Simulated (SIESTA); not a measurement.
Write the native input for SIESTA 5.4.2 that does the following.

| Quantity | Value |
| --- | --- |
| Task | band structure |
| Functional | PBEsol |
| Potentials or basis | PseudoDojo 0.4 standard (PBEsol files) |
| Basis | SZP (energy shift 0.003 Ry) |
| Grid cutoff | 800 Ry |
| Energy shift | 0.003 Ry |
| k mesh | 10 × 10 × 3 |
| Occupations | fermi-dirac, width 0.05 eV |
| Spin | no spin polarisation |

The system is ScTaN.

```
Ta Sc N
1.0
     3.08507    0.00000    0.00000
    -1.54253    2.67175    0.00000
     0.00000    0.00000   10.34014
Ta Sc N
2 2 2
Direct
  0.33333 0.66667 0.24563
  0.66667 0.33333 0.75437
  0.00000 0.00000 0.00000
  0.00000 0.00000 0.50000
  0.33333 0.66667 0.62984
  0.66667 0.33333 0.37016
```

The cell comes from a database or a generator and needn't be the stable form of this composition.

The input as run:

ScTaN.fdf

```
SystemName                      ScTaN
SystemLabel                     ScTaN
NumberOfSpecies                 3
NumberOfAtoms                   6
%block ChemicalSpeciesLabel
  1  73 Ta
  2  21 Sc
  3   7 N
%endblock ChemicalSpeciesLabel

LatticeConstant                 1.0 Ang
%block LatticeVectors
     3.0850655424     0.0000000000     0.0000000000
    -1.5425327712     2.6717451321     0.0000000000
     0.0000000000     0.0000000000    10.3401360000
%endblock LatticeVectors
AtomicCoordinatesFormat         Fractional
%block AtomicCoordinatesAndAtomicSpecies
     0.3333333333     0.6666666667     0.2456310000  1  Ta
     0.6666666667     0.3333333333     0.7543690000  1  Ta
     0.0000000000     0.0000000000     0.0000000000  2  Sc
     0.0000000000     0.0000000000     0.5000000000  2  Sc
     0.3333333333     0.6666666667     0.6298410000  3  N
     0.6666666667     0.3333333333     0.3701590000  3  N
%endblock AtomicCoordinatesAndAtomicSpecies

%block kgrid.MonkhorstPack
   10   0   0  0.0
    0  10   0  0.0
    0   0   3  0.0
%endblock kgrid.MonkhorstPack
XC.Functional                   GGA
XC.Authors                      PBEsol
PAO.BasisSize                   SZP
PAO.EnergyShift                 0.003 Ry
Mesh.Cutoff                     800 Ry
OccupationFunction              FD
ElectronicTemperature           0.05 eV
MaxSCFIterations                120
SCF.MustConverge                false
SCF.Mixer.Method                Pulay
SCF.Mixer.Weight                0.25
SCF.Mixer.History               8
SCF.DM.Tolerance                5.0e-05
SCF.H.Tolerance                 1.0e-03 eV
WriteForces                     true
Charge.Mulliken                 end
BandLinesScale                  ReciprocalLatticeVectors
%block BandLines
    1    0.000000   0.000000   0.000000  \Gamma
   13    0.500000   0.000000   0.000000  M
    7    0.333333   0.333333   0.000000  K
   15    0.000000   0.000000   0.000000  \Gamma
    3    0.000000   0.000000   0.500000  A
   13    0.500000   0.000000   0.500000  L
    7    0.333333   0.333333   0.500000  H
   15    0.000000   0.000000   0.500000  A
    1    0.500000   0.000000   0.500000  L
    3    0.500000   0.000000   0.000000  M
    1    0.333333   0.333333   0.000000  K
    3    0.333333   0.333333   0.500000  H
%endblock BandLines
```

Potentials or basis: PseudoDojo 0.4 standard (PBEsol files), SZP (energy shift 0.003 Ry).

Command:

```console
$ siesta ScTaN.fdf > ScTaN.out 2>&1
```

Results of the run:

The pressure is -4.5 GPa. The largest force is 0.073 eV/Å. The band gap on the k mesh is none (metal or under the smearing width).

Caveat: short orbitals over semicore shells can move pressures by several GPa; spin-orbit coupling is left out, which moves the levels of the heavy elements; the basis of atomic orbitals isn't converged, which shifts pressures, moduli and gaps.

It took 2.3 min on 1 thread of Arm Neoverse V2 (shared host), peak memory 0.53 GiB.
